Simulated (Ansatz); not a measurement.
# CH5SSb: the cost of one run

The runs use Ansatz 0.2.0, Gaussian basis; the settings change from run to run.

### 1 The relaxed structure

The structure was relaxed beforehand with PBE0-D4 in a triple-zeta def2 set. Sb takes a core potential in def2 sets; no spin-orbit term is included.

SMILES `[CH3][SbH][SH]`, 8 atoms, charge 0, spin multiplicity 1.

Atoms are counted from 1 here; the program's logs count them from 0.

Bond lengths: C1–Sb2 2.155 Å, C1–H4 1.090 Å, C1–H5 1.089 Å, C1–H6 1.092 Å, Sb2–S3 2.429 Å, Sb2–H7 1.715 Å, S3–H8 1.343 Å. Angles: Sb2–C1–H4 108.5°, Sb2–C1–H5 110.7°, Sb2–C1–H6 108.9°, H4–C1–H5 109.7°, H4–C1–H6 109.4°, H5–C1–H6 109.6°, C1–Sb2–S3 97.3°, C1–Sb2–H7 93.2°, S3–Sb2–H7 95.5°, Sb2–S3–H8 96.2°.

### 2 revPBE0/def2-SVPD

Set apart from the defaults: atoms shaken by 0.03 Å.

in.yaml

```yaml
crystal:
  periodic: [false, false, false]
  atoms:
    - {symbol: C, position_ang: [-0.710407, 0.843933, -0.401972]}
    - {symbol: Sb, position_ang: [1.375889, 0.204190, -0.510133]}
    - {symbol: S, position_ang: [1.479077, -0.924796, 1.683324]}
    - {symbol: H, position_ang: [-0.876388, 1.583239, 0.340044]}
    - {symbol: H, position_ang: [-1.383477, -0.030391, -0.143512]}
    - {symbol: H, position_ang: [-1.006805, 1.195145, -1.384824]}
    - {symbol: H, position_ang: [0.999481, -1.201901, -1.332532]}
    - {symbol: H, position_ang: [0.308229, -1.714889, 1.466662]}
basis:
  gaussian: {orbitals: def2-SVPD}
hamiltonian: {xc: {name: revPBE0}}
output: {forces: true}
```

Launch:

```sh
$ ansatz run in.yaml --threads 2 --pin off --events-out ev --progress --plain --max-ram 4352MiB
```

Q: Estimate wall time and peak memory on 2 threads of Arm Neoverse V1, shared host.

About 3.6 s, with a peak of 0.26 GiB.
